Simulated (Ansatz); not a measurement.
# FeSi (FeSi): the cost of one run

Program: Ansatz 0.2.0. Level of theory: DFT PBEsol, scalar-relativistic, plane waves, PAW. These are calculated values, not measurements.

The COD entry's cell or inner coordinates are ideal or old and differ from later refinements, so a difference from it is no clean test against experiment.

**1. The structure to begin with**

Symmetry: P2_13, No. 198, cubic system. The conventional cell has a = 4.551 Å, b = 4.551 Å, c = 4.551 Å, α = 90.00°, β = 90.00°, γ = 90.00°. Fe (site symmetry 3) is surrounded by 7 Si at 2.32 to 2.55 Å. Si (site symmetry 3) has 7 Fe at 2.32 to 2.55 Å as nearest neighbours.

Coordinates:

```
Fe Si
1.0
     4.55070    0.00000    0.00000
     0.00000    4.55070    0.00000
     0.00000    0.00000    4.55070
Fe Si
4 4
Direct
  0.13652 0.13652 0.13652
  0.36348 0.86348 0.63652
  0.63652 0.36348 0.86348
  0.86348 0.63652 0.36348
  0.84240 0.84240 0.84240
  0.65760 0.15760 0.34240
  0.34240 0.65760 0.15760
  0.15760 0.34240 0.65760
```

**2. First run, at the start cell**

File input.yaml:

```yaml
crystal:
  lattice:
    - [4.5507, 0.0, 0.0]
    - [0.0, 4.5507, 0.0]
    - [0.0, 0.0, 4.5507]
  atoms:
    - { symbol: Fe, position: [0.13652, 0.13652, 0.13652] }
    - { symbol: Fe, position: [0.36348, 0.86348, 0.63652] }
    - { symbol: Fe, position: [0.63652, 0.36348, 0.86348] }
    - { symbol: Fe, position: [0.86348, 0.63652, 0.36348] }
    - { symbol: Si, position: [0.8424, 0.8424, 0.8424] }
    - { symbol: Si, position: [0.6576, 0.1576, 0.3424] }
    - { symbol: Si, position: [0.3424, 0.6576, 0.1576] }
    - { symbol: Si, position: [0.1576, 0.3424, 0.6576] }
basis:
  ecutwfc: 420
  ecutrho_ratio: 4
kpoints:
  mp_grid: { grid: [8, 8, 8] }
hamiltonian:
  xc: pbesol
scf:
  occupations: { method: gaussian, width: 0.05 }
output:
  forces: true
  stress: true
  eigenvalues: true
relax:
  f_tol: 0.01
  max_steps: 60
  cell: { stress_tol: 0.04 }
```

Run with:

```console
> ansatz run input.yaml --threads 2 --pin off --max-ram 5120MiB --backend cpu --events-out ev --progress --plain --runs-dir out
```

**Question.** How long does this run take on 2 threads of Intel Xeon at 2.50GHz (Skylake/Cascade Lake), shared host, and how much memory does it need?

About 2 min, with a peak of 0.48 GiB.
